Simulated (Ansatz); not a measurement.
**Ti: a tetragonal deformation path**

The task here is to estimate one member of a computed series from the others.

Method: DFT r2SCAN, scalar-relativistic, plane waves, PAW, in Ansatz 0.2.0.

### The structure to begin with

Symmetry: Im-3m, No. 229, cubic system. The conventional cell has a = 3.282 Å, b = 3.282 Å, c = 3.282 Å, α = 90.00°, β = 90.00°, γ = 90.00°. Around Ti (site symmetry m-3m) lie 8 Ti at 2.84 Å.

Coordinates:

```cif
data_structure
_symmetry_space_group_name_H-M 'P 1'
_symmetry_Int_Tables_number 1
_cell_length_a 2.8423
_cell_length_b 2.8423
_cell_length_c 2.8423
_cell_angle_alpha 109.471
_cell_angle_beta 109.471
_cell_angle_gamma 109.471
_cell_volume 17.68
loop_
_atom_site_label
_atom_site_type_symbol
_atom_site_fract_x
_atom_site_fract_y
_atom_site_fract_z
_atom_site_occupancy
Ti1 Ti 0.00000 0.00000 0.00000 1
```

No relaxation comes first: the listed cell is the starting point.

Set-up of the first run:

input.yaml

```yaml
crystal:
  lattice:
    - [-1.641, 1.641, 1.641]
    - [1.641, -1.641, 1.641]
    - [1.641, 1.641, -1.641]
  atoms:
    - { symbol: Ti, position: [0.0, 0.0, 0.0] }
basis:
  ecutwfc: 500
kpoints:
  mp_grid: { grid: [22, 22, 22] }
hamiltonian:
  xc: r2scan
scf:
  occupations: { method: gaussian, width: 0.15 }
output:
  forces: true
  stress: true
  eigenvalues: true
  write_density: true
  write_potential: true
  elf: true
  volumetric_format: npy
```

Started as:

```sh
$ ansatz run input.yaml --threads 1 --pin off --max-ram 2560MiB --backend cpu --events-out ev --progress --plain --runs-dir out
```

Steps of the session up to this table: Zero of the scan; ρ = 0.707; ρ = 1.414; Point ρ = 0.850; Point ρ = 1.200; At ρ = 0.780; At ρ = 1.300; ρ = 0.920; At ρ = 1.100; ρ = 0.650; Point ρ = 1.500; At ρ = 0.960; At ρ = 1.050.

One of the session's tables, all rows but one given; the rest of the session is left out.

The scan, with free energies counted from the undisturbed cell:

| ρ | ΔE (meV/atom) | pressure (GPa) |
| --- | --- | --- |
| 0.650 | 248.7 | -2.0 |
| 0.707 | 123.8 | -2.9 |
| 0.780 | 30.5 | -3.1 |
| 0.850 | -9.1 | -2.8 |
| 0.920 | -9.8 | -2.7 |
| 0.960 | -2.7 | -2.8 |
| 1.000 | 0.0 | -2.8 |
| 1.050 | -3.2 | -2.7 |
| 1.100 | -11.6 | -2.5 |
| 1.200 | -35.7 | -2.2 |
| 1.300 | ? | ? |
| 1.414 | -63.9 | -1.9 |
| 1.500 | -59.7 | -2.0 |

Q: Estimate the row for ρ = 1.300 from the others.

Worked estimate for «ΔE (meV/atom)». A straight line through the neighbours (1.200, -35.7) and (1.414, -63.9) gives -35.7 + (-63.9 + 35.7) × (1.300 − 1.200) / (1.414 − 1.200) = -48.9; a parabola fitted to 4 rows on both sides gives -54.1.

As computed: ΔE (meV/atom): -55.4; pressure (GPa): -2.0. In «ΔE (meV/atom)» the line misses by +6.5 and the parabola by +1.3.
